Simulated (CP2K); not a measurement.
**MgGe2 under changes of volume**

One of the cells (20.454 Å³/atom); the others are scaled copies at fixed shape and fractional positions:

```xyz
6
Lattice="5.8231 0.0000 0.0000 4.6478 3.5080 0.0000 -3.0510 -1.0222 6.0078" Properties=species:S:1:pos:R:3 pbc="T T T"
Ge    4.6458    1.5565    1.7640
Ge    2.7742    0.9294    4.2438
Ge    6.2120    2.0812    5.9203
Ge    1.2080    0.4047    0.0875
Mg    7.4713    2.5031    2.0982
Mg   -0.0513   -0.0172    3.9095
```

The cell comes from a database or a generator and needn't be the stable form of this composition.

| Quantity | Value |
| --- | --- |
| Program | CP2K 2026.2 |
| Functional | PBE |
| Potentials or basis | POTENTIAL_UZH Ge GTH-PBE-q4, Mg GTH-PBE-q10; TZVP-MOLOPT-PBE-GTH basis |
| Density cutoff | 19048 eV |
| k mesh | 8 × 8 × 5 |
| Occupations | fermi-dirac, width 0.05 eV |
| Spin | no spin polarisation |

```tsv
volume (Å³/atom)	energy over the lowest point (meV/atom)	pressure (GPa)	largest force (eV/Å)
19.227	?	?	?
19.636	11.40	3.4	0.347
20.045	4.53	2.1	0.348
20.454	0.83	0.9	0.349
20.863	0.00	-0.2	0.350
21.272	1.73	-1.1	0.351
21.682	5.75	-2.0	0.352
```

Task: What does the run at 19.227 Å³/atom give?

Result: Energy over the lowest point 21.79 meV/atom; pressure 4.8 GPa; largest force 0.372 eV/Å.

Worked out: A Birch-Murnaghan fit of order 3 (a polynomial in V^(-2/3)) to the other rows has its minimum at 20.78 Å³/atom with B0 = V·E''(V) = 52 GPa and B' = 4.6 at fixed shape and positions, which overstates the stiffness. It gives 21.84 meV/atom at 19.227 Å³/atom, against the run's 21.79, and -dE/dV = 4.8 GPa, against 4.8.

Energies are extrapolated to zero smearing.

Caveats: the basis of atomic orbitals isn't converged, which shifts pressures, moduli and gaps.
